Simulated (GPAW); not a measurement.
The system is Al4Co5, a slab with vacuum.

```
Co Al
1.0
     2.81940    0.00000    0.00000
     0.00000    2.81940    0.00000
     0.00000    0.00000   26.27761
Co Al
5 4
Direct
  0.50000 0.50000 0.28541
  0.50000 0.50000 0.39271
  0.50000 0.50000 0.50000
  0.50000 0.50000 0.60729
  0.50000 0.50000 0.71459
  0.00000 0.00000 0.33906
  0.00000 0.00000 0.44635
  0.00000 0.00000 0.55365
  0.00000 0.00000 0.66094
```

The cell isn't the ideal one: the (1 0 0) slab of AlCo, cut from the database cell, not relaxed.

Base run:

* Program: GPAW 26.7.0
* Functional: RPBE
* Potentials or basis: the program's PAW data sets (release 1.2.1) made for this functional
* Cutoff: 450 eV
* Basis: pw
* k mesh: 9 × 9 × 1
* Occupations: fermi-dirac, width 0.05 eV
* Spin: collinear spin, ferromagnetic start
* Starting moments: [2.0, 0.0, 2.0, 0.0, 2.0, 0.0, 2.0, 0.0, 2.0] μB

Its results: band gap on the k mesh none (metal or under the smearing width); net moment 2.99 μB per cell; site moments Co +1.37, +0.06, +0.09; Al -0.03, -0.01 μB; largest force 0.800 eV/Å.

After a change of settings the same cell gave: band gap on the k mesh none (metal or under the smearing width); net moment 2.80 μB per cell; site moments Co +1.27, +0.07, +0.09; Al -0.03, -0.01 μB; largest force 0.414 eV/Å. Which change was it?
A. functional from RPBE to LDA
B. functional from RPBE to BEEF-vdW; potentials or basis from the program's PAW data sets (release 1.2.1) made for this functional to GPAW PAW data sets (gpaw-data 1.2.1)
C. functional from RPBE to PBEsol; potentials or basis from the program's PAW data sets (release 1.2.1) made for this functional to PAW data sets generated in the run's folder for this functional

C.
